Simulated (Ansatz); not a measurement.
# C2H12AlNSi: the cost of one run

Method: RKS B3LYP/def2-SVP, in Ansatz 0.2.0.

## Step 1: The structure to begin with

Bond lengths (14 of 16 bonds, heavy atoms first): Al1–C2 2.295 Å, Al1–C3 1.985 Å, Al1–N4 1.781 Å, Al1–Si6 2.709 Å, Al1–H5 1.744 Å, C2–H7 1.085 Å, C2–H8 1.100 Å, C2–H9 1.085 Å, C3–H10 1.095 Å, C3–H11 1.096 Å, C3–H12 1.095 Å, N4–H13 1.014 Å, N4–H14 1.012 Å, Si6–H15 1.480 Å. Angles (14 of 31 angles, heavy atoms first): C2–Al1–C3 101.4°, C2–Al1–N4 109.6°, C2–Al1–Si6 80.9°, C3–Al1–N4 123.7°, C3–Al1–Si6 119.7°, N4–Al1–Si6 110.9°, Al1–C2–H7 136.5°, Al1–C2–H8 67.2°, Al1–C2–H9 112.9°, C2–Al1–H5 37.3°, C3–Al1–H5 115.8°, N4–Al1–H5 117.4°, H5–Al1–Si6 43.6°, Al1–C3–H10 112.5°.

Its coordinates follow in the input file.

## Step 2: Pulling towards end A

Springs on the bonds that form and break draw the guess towards this end; the thresholds are loose.

input.yaml

```yaml
crystal:
  periodic: [false, false, false]
  atoms:
    - { symbol: Al, position_ang: [-0.5899, -0.2539, -0.2238] }
    - { symbol: C, position_ang: [1.49, -0.8395, 0.5483] }
    - { symbol: C, position_ang: [-0.3721, -0.5234, -2.1782] }
    - { symbol: "N", position_ang: [-1.8402, -1.0635, 0.7528] }
    - { symbol: H, position_ang: [0.8045, 0.3714, 0.6173] }
    - { symbol: Si, position_ang: [0.1315, 2.1057, 0.8937] }
    - { symbol: H, position_ang: [1.9591, -0.9811, 1.5163] }
    - { symbol: H, position_ang: [0.8514, -1.7112, 0.3425] }
    - { symbol: H, position_ang: [2.2585, -0.7694, -0.2142] }
    - { symbol: H, position_ang: [0.352, 0.1693, -2.6192] }
    - { symbol: H, position_ang: [-0.0498, -1.5332, -2.4578] }
    - { symbol: H, position_ang: [-1.3178, -0.3542, -2.7045] }
    - { symbol: H, position_ang: [-2.659, -1.5431, 0.3948] }
    - { symbol: H, position_ang: [-1.9231, -1.0329, 1.7613] }
    - { symbol: H, position_ang: [1.3479, 2.7701, 0.3755] }
    - { symbol: H, position_ang: [-0.8696, 3.1854, 0.8505] }
    - { symbol: H, position_ang: [0.4265, 2.0034, 2.3447] }
basis:
  gaussian: { orbitals: def2-SVP }
hamiltonian:
  xc: b3lyp
relax:
  f_tol: 0.15
  max_steps: 25
  restrain:
    - { distance: [0, 5], at: 3.62, k: 30.0 }
    - { distance: [4, 1], at: 2.37, k: 30.0 }
    - { distance: [0, 1], at: 1.97, k: 30.0 }
    - { distance: [4, 5], at: 1.42, k: 30.0 }
```

Launch:

```console
$ ansatz run input.yaml --threads 4 --pin off --max-ram 5120MiB --backend cpu --events-out ev --progress --plain --runs-dir out
```

Q: Estimate wall time and peak memory on 4 threads of Arm Neoverse N1, shared host.

About 54 s, with a peak of 0.39 GiB.
